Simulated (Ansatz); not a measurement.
# CH7FGe: the cost of one run

Program: Ansatz 0.2.0. Level of theory: RKS B3LYP/def2-SVP. These are calculated values, not measurements.

**1. The starting structure**

Bond lengths: Ge1–C2 2.310 Å, C2–H3 1.110 Å, C2–H4 1.110 Å, C2–H5 1.110 Å, Ge1–H6 1.550 Å, Ge1–H7 1.549 Å, Ge1–H8 1.549 Å, Ge1–F9 1.980 Å. Angles (14 of 16 angles, heavy atoms first): C2–Ge1–F9 71.6°, Ge1–C2–H3 109.5°, Ge1–C2–H4 109.5°, Ge1–C2–H5 109.5°, C2–Ge1–H6 109.5°, C2–Ge1–H7 109.5°, C2–Ge1–H8 109.5°, H6–Ge1–F9 75.8°, H7–Ge1–F9 173.4°, H8–Ge1–F9 64.4°, H3–C2–H4 109.4°, H3–C2–H5 109.4°, H4–C2–H5 109.4°, H6–Ge1–H7 109.5°.

As a file:

```xyz
10

Ge    0.0000    0.0000    0.0000
C     0.0000    0.0000    2.3100
H    -0.9996   -0.3092    2.6805
H     0.7676   -0.7111    2.6805
H     0.2320    1.0203    2.6805
H     1.4616    0.0000   -0.5162
H    -0.7300    1.2648   -0.5162
H    -0.7300   -1.2648   -0.5162
F     0.7368   -1.7285    0.6243
H     0.5078   -1.1914    1.7500
```

**2. Pulling towards end A**

Springs on the bonds that form and break draw the guess towards this end; the thresholds are loose.

File input.yaml:

```yaml
crystal:
  periodic: [false, false, false]
  atoms:
    - { symbol: Ge, position_ang: [0.0, 0.0, 0.0] }
    - { symbol: C, position_ang: [0.0, 0.0, 2.31] }
    - { symbol: H, position_ang: [-0.9996, -0.3092, 2.6805] }
    - { symbol: H, position_ang: [0.7676, -0.7111, 2.6805] }
    - { symbol: H, position_ang: [0.232, 1.0203, 2.6805] }
    - { symbol: H, position_ang: [1.4616, 0.0, -0.5162] }
    - { symbol: H, position_ang: [-0.73, 1.2648, -0.5162] }
    - { symbol: H, position_ang: [-0.73, -1.2648, -0.5162] }
    - { symbol: F, position_ang: [0.7368, -1.7285, 0.6243] }
    - { symbol: H, position_ang: [0.5078, -1.1914, 1.75] }
basis:
  gaussian: { orbitals: def2-SVP }
hamiltonian:
  xc: b3lyp
relax:
  f_tol: 0.15
  max_steps: 25
  restrain:
    - { distance: [0, 8], at: 2.88, k: 30.0 }
    - { distance: [9, 1], at: 2.31, k: 30.0 }
    - { distance: [0, 1], at: 1.96, k: 30.0 }
    - { distance: [9, 8], at: 0.92, k: 30.0 }
```

Launch:

```
> ansatz run input.yaml --threads 2 --pin off --max-ram 3072MiB --backend cpu --events-out ev --progress --plain --runs-dir out
```

Q: Estimate wall time and peak memory on 2 threads of Arm Neoverse V2, shared host.

About 25 s, with a peak of 0.2 GiB.
